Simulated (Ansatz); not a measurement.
# BClGaH₃S: basis-set convergence

The task here is to estimate one member of a computed series from the others.

Computed with Ansatz 0.2.0, Gaussian basis. Level: one geometry, several basis sets.

Levels to be run: PBE0-D4/def2-SVP; ωB97M-V/def2-SVP; PBE0-D4/def2-QZVPP; ωB97M-V/def2-QZVPP; the functionals' def2-TZVPP values are taken from earlier runs.

### Structure used throughout

All runs share one geometry, relaxed beforehand with PBE0-D4 in a triple-zeta def2 set.

SMILES `B[S][GaH][Cl]`, 7 atoms, charge 0, spin multiplicity 1.

Atoms are counted from 1 here; the program's logs count them from 0.

Bond lengths: B1–S2 1.782 Å, B1–H5 1.195 Å, B1–H6 1.192 Å, S2–Ga3 2.210 Å, Ga3–Cl4 2.139 Å, Ga3–H7 1.550 Å. Angles: S2–B1–H5 121.7°, S2–B1–H6 116.9°, H5–B1–H6 121.4°, B1–S2–Ga3 98.3°, S2–Ga3–Cl4 114.7°, S2–Ga3–H7 124.7°, Cl4–Ga3–H7 120.6°.

As a file:

```
B    -0.69905    1.38899    0.44534
S    -1.32409   -0.22449    0.01920
Ga    0.60850   -1.21622   -0.38992
Cl    0.45314   -3.26888   -0.97061
H     0.47083    1.63019    0.44021
H    -1.50335    2.21956    0.73679
H     1.99401   -0.52915   -0.28100
```

The first run:

in.yaml reads:

```yaml
crystal:
  periodic: [false, false, false]
  atoms:
    - {symbol: B, position_ang: [-0.699051, 1.388993, 0.445337]}
    - {symbol: S, position_ang: [-1.324094, -0.224493, 0.019196]}
    - {symbol: Ga, position_ang: [0.608501, -1.216222, -0.389916]}
    - {symbol: Cl, position_ang: [0.453144, -3.268882, -0.970613]}
    - {symbol: H, position_ang: [0.470834, 1.630190, 0.440206]}
    - {symbol: H, position_ang: [-1.503353, 2.219564, 0.736793]}
    - {symbol: H, position_ang: [1.994008, -0.529149, -0.281003]}
basis:
  gaussian: {orbitals: def2-SVP}
hamiltonian: {xc: pbe0, dispersion: d4}
output: {orbitals: {seedname: orbitals}}
```

On the command line:

```console
> ansatz run in.yaml --threads 2 --pin off --events-out ev --progress --plain --max-ram 4352MiB
```

Steps of the session up to this table: PBE0-D4 in def2-SVP; ωB97M-V in def2-SVP; PBE0-D4 in def2-QZVPP; ωB97M-V in def2-QZVPP.

One table of the session follows, with a row left open; its other results are not shown here.

It belongs to the step «Density functionals: the series». 

```
functional       basis  HOMO (eV)  LUMO (eV)
   PBE0-D4    def2-SVP          ?          ?
   PBE0-D4  def2-TZVPP      -8.43      -1.96
   PBE0-D4  def2-QZVPP      -8.44      -1.98
   ωB97M-V    def2-SVP     -10.43       0.01
   ωB97M-V  def2-TZVPP     -10.53      -0.12
   ωB97M-V  def2-QZVPP     -10.55      -0.19
```

Estimate the missing values for PBE0-D4, def2-SVP.

**Answer.** HOMO (eV): -8.38; LUMO (eV): -1.88. In the column «HOMO (eV)» it is the highest.
